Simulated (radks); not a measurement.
**Tb²⁺ in [Kr] 4d10 4f9 5s2 5p5 6p1: an all-electron calculation**

What are the levels of the terbium ion Tb2+, how large are its shells, and how does its energy divide?

The numbers are computed with radks (a radial shooting solver on a logarithmic mesh, Libxc functionals) version 1 (Dirac Kohn-Sham, exchange-only LDA, spin-unpolarised, spherical densities, point nucleus; open shells fill j = l - 1/2 first), except any that are marked as measured or tabulated.

### Step 1. What is computed

```
element       : terbium (Z = 65)
charge        : +2
electrons     : 63
configuration : [Kr] 4d10 4f9 5s2 5p5 6p1
```

### Step 2. The run

Settings of this run:

```text
Z 65
configuration [Kr] 4d10 4f9 5s2 5p5 6p1 6s0 5d0
relativity Dirac
functional lda,
spin unpolarised
j_filling energy
nucleus point
c 137.035999084
```

Launch:

```console
python run_ks.py task.json out
```

This one command runs every case of the session in turn.

What does the calculation give?

As calculated:

```
                        quantity                   value
                    total energy     -11703.0746 hartree
exchange-correlation share of it                  2.07 %
                            −T/E                  1.0940
          highest occupied level       6p1/2, -12.015 eV
    most extended occupied level  6p1/2, <r> = 3.91 bohr
 radius at density 0.001 e/bohr³               4.53 bohr
    maxima of the radial density                       4
```

What this shows: 6 principal shells are occupied and 4 maxima appear in the radial density; where shells overlap, one shows as a shoulder or not at all. Relativity lifts −T/E to 1.094. This is not the tabulated ground configuration, so its levels and sizes aren't those of the ground state, and no measured value stands beside it.
